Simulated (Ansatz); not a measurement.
**Hf2Si3: a trial structure relaxed**

Aim: relax a trial structure of Hf2Si3 and see where it ends, then test the end with a random kick.

Program: Ansatz 0.2.0. Level of theory: DFT PBE, scalar-relativistic, plane waves, PAW. These are calculated values, not measurements.

### Step 1. The system as given

It takes space group P-3m1 (No. 164, trigonal). The conventional cell has a = 4.179 Å, b = 4.179 Å, c = 6.621 Å, α = 90.00°, β = 90.00°, γ = 120.00°. Around Hf (site symmetry 3m) lie 7 Si at 2.58 to 2.85 Å. Around Si (site symmetry -3m) lie 6 Hf at 2.85 Å. Around Si (site symmetry 3m) lie 4 Hf at 2.58 to 2.68 Å.

Coordinates:

```cif
data_structure
_symmetry_space_group_name_H-M 'P 1'
_symmetry_Int_Tables_number 1
_cell_length_a 4.1788
_cell_length_b 4.1788
_cell_length_c 6.6210
_cell_angle_alpha 90.000
_cell_angle_beta 90.000
_cell_angle_gamma 120.000
_cell_volume 100.13
loop_
_atom_site_label
_atom_site_type_symbol
_atom_site_fract_x
_atom_site_fract_y
_atom_site_fract_z
_atom_site_occupancy
Hf1 Hf 0.33333 0.66667 0.77187 1
Hf2 Hf 0.66667 0.33333 0.22813 1
Si1 Si 0.00000 0.00000 0.00000 1
Si2 Si 0.33333 0.66667 0.36662 1
Si3 Si 0.66667 0.33333 0.63338 1
```

A structure generator made this guess: species swapped into a database cell of Mg3Sb2 (P-3m1, No. 164), with Si on the Mg sites and Hf on the Sb sites. Lengths come from tabulated atomic sizes and are only a guess.

### Step 2. The guess as it stands, on a coarse mesh

File input.yaml:

```yaml
crystal:
  lattice:
    - [4.17882787, 0.0, 0.0]
    - [-2.08941394, 3.61897109, 0.0]
    - [0.0, 0.0, 6.620987]
  atoms:
    - { symbol: Hf, position: [0.33333333, 0.66666667, 0.77187395] }
    - { symbol: Hf, position: [0.66666667, 0.33333333, 0.22812605] }
    - { symbol: Si, position: [0.0, 0.0, 0.0] }
    - { symbol: Si, position: [0.33333333, 0.66666667, 0.36661553] }
    - { symbol: Si, position: [0.66666667, 0.33333333, 0.63338447] }
basis:
  ecutwfc: 420
kpoints:
  mp_grid: { grid: [6, 6, 4] }
hamiltonian:
  xc: pbe
scf:
  occupations: { method: gaussian, width: 0.1 }
  lower_state_search: "off"
output:
  forces: true
  stress: true
  eigenvalues: true
```

Command:

```console
$ ansatz run input.yaml --threads 1 --pin off --max-ram 2560MiB --backend cpu --events-out ev --progress --plain --runs-dir out
```

Further runs follow: rough relaxation on the coarse mesh; relaxation on the finer mesh; kick test: the unmoved cell on a coarse mesh; random kick, then relaxation.

Before running it: what results should come out? Wanted: conventional cell; volume; energy over the elements; gap on the mesh.

**Answer**, as computed:

```
                              quantity                                                                       value
symmetry at the end (tolerance 0.05 Å)                                                 space group P-3m1 (No. 164)
                     conventional cell  a = 3.731 Å, b = 3.731 Å, c = 7.613 Å, α = 90.00°, β = 90.00°, γ = 120.00°
                                volume                                                               18.36 Å³/atom
              energy over the elements                                                               -0.52 eV/atom
                       gap on the mesh                                                                none (metal)
```

In words: The space group P-3m1 (No. 164) is kept, and the volume per atom shrinks by 8.3 % from the first guess. A negative formation energy is needed for stability but isn't enough; other structures and compounds were not set against it here. The kicked cell came back to the same energy, so the end is stable against the distortions that fit this cell and this draw; modes that don't fit the cell aren't tested. Spin-orbit coupling is left out for Hf.
